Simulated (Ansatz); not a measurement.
FH4PSi, SMILES F[SiH2]P: the interaction energy of a dimer with the counterpoise correction, run with the Ansatz DFT code, driven from Python.

Script `dimer_fh4psi.py`:
```python
"""Interaction energy of two FH4PSi molecules, with the counterpoise correction."""

import ansatz as az

FIRST = [
    ("F", (-2.0427, -0.0192, 0.2707)),
    ("Si", (-0.6786, -0.2132, -0.4517)),
    ("P", (0.8716, -0.2389, 1.0857)),
    ("H", (-0.6101, -1.4911, -1.1843)),
    ("H", (-0.3961, 0.9007, -1.4034)),
    ("H", (0.8225, 1.1419, 1.45)),
    ("H", (2.0331, -0.0803, 0.2329)),
]
SECOND = [
    ("F", (-1.8264, 0.4713, -2.9948)),
    ("Si", (-2.7698, 1.6939, -3.1829)),
    ("P", (-4.8139, 0.9303, -3.2582)),
    ("H", (-2.6836, 2.6453, -2.0596)),
    ("H", (-2.4799, 2.4231, -4.452)),
    ("H", (-4.7488, 0.2947, -4.5363)),
    ("H", (-5.4757, 2.1162, -3.7652)),
]

def energy(atoms, ghosts=()):
    molecule = az.Crystal.molecule()
    for symbol, xyz in atoms:
        molecule = molecule.atom(symbol, xyz)
    calc = (
        molecule.calculation()
        .basis(gaussian="cc-pVDZ")
        .functional("hf")
    )
    deck = calc.input()
    if ghosts:
        deck = deck.set(az.key.basis.gaussian.ghost_atoms, [{"symbol": s, "position_ang": list(xyz)} for s, xyz in ghosts])
    return az.Session.from_dict(deck).plan().execute().report["free_energy_ev"]

# monomers in their own basis and in the basis of the dimer
both = energy(FIRST + SECOND)
alone = energy(FIRST) + energy(SECOND)
ghosted = energy(FIRST, SECOND) + energy(SECOND, FIRST)
print(f"dimer {both:.6f} eV")
print(f"interaction, uncorrected   {23.060548 * (both - alone):8.3f} kcal/mol")
print(f"interaction, counterpoise  {23.060548 * (both - ghosted):8.3f} kcal/mol")
print(f"basis-set superposition    {23.060548 * (alone - ghosted):8.3f} kcal/mol")
```

How large is the interaction at this pose, and how much of it is basis-set superposition?

Uncorrected it is 4.030 kcal/mol, with the counterpoise correction 5.416 kcal/mol; the difference, 1.39 kcal/mol, is the superposition error. In this basis both values are repulsive.

What the script printed:

```console
$ python dimer_fh4psi.py
dimer -39809.148564 eV
interaction, uncorrected      4.030 kcal/mol
interaction, counterpoise     5.416 kcal/mol
basis-set superposition       1.385 kcal/mol
```

Reading the output:
- These settings explore the input space; basis and method may be short of convergence.
- The dimer is a generated trial pose of unrelaxed monomers, not a minimum, so the figure is no binding energy, and the basis set is small.
- Hartree-Fock leaves correlation out, so bond, atomisation and ionisation energies come out well too low.
- This level lacks the dispersion part of the attraction (electrostatics and induction are there), which can decide the sign where the interaction is weak.
- It ran for 7.4 s on 1 thread of Arm Neoverse V2, with other jobs on the host, peak memory 0.37 GiB.
